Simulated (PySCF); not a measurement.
# C3H4BBrF2: the cost of one run

Computed with PySCF 2.14.0, with density-fitted response routines of our own, on a single molecule in the gas phase. Atoms are numbered from 0 throughout.

## (1) The molecule as given

11 atoms, charge 0, multiplicity 1; geometry from: GFN2-xTB. The atoms were then displaced at random by about 0.01 Å, so the start is not that level's minimum.

Bonds of the start (Å): B0–C1 1.57, C1–F2 1.38, C1–C3 1.32, C3–Br4 1.87, C3–C5 1.54, C5–F6 1.36, B0–H7 1.19, B0–H8 1.14, C5–H9 1.08, C5–H10 1.11.

## (2) Relaxing the molecule at PBE0-D3(BJ)/def2-SVP

Job settings and geometry (Å):

```
{"job": {"xc": "PBE0", "basis": "def2-SVP", "d3": "d3bj", "grid": 1, "shake": 0.01, "kind": "geom"}, "charge": 0, "multiplicity": 1}
B      2.236160     0.151560     0.044390
C      0.699210     0.408430    -0.134940
F      0.307730     1.611100    -0.678920
C     -0.305950    -0.392250     0.149030
Br    -0.099150    -2.092190     0.908770
C     -1.773340     0.004220    -0.079770
F     -2.538570    -1.084380    -0.368370
H      2.959620     1.015570    -0.328310
H      2.599570    -0.805040     0.538240
H     -1.852160     0.699850    -0.904510
H     -2.195000     0.457280     0.838720
```

Run with:

```bash
OMP_NUM_THREADS=1 python probes_run.py task.json out
```

The driver reads the jobs from task.json and runs them one after another.

Q: Estimate the wall time and peak memory of this first job on 1 thread of Arm Neoverse V1, shared host.

About 1.9 min, with a peak of 0.51 GiB.
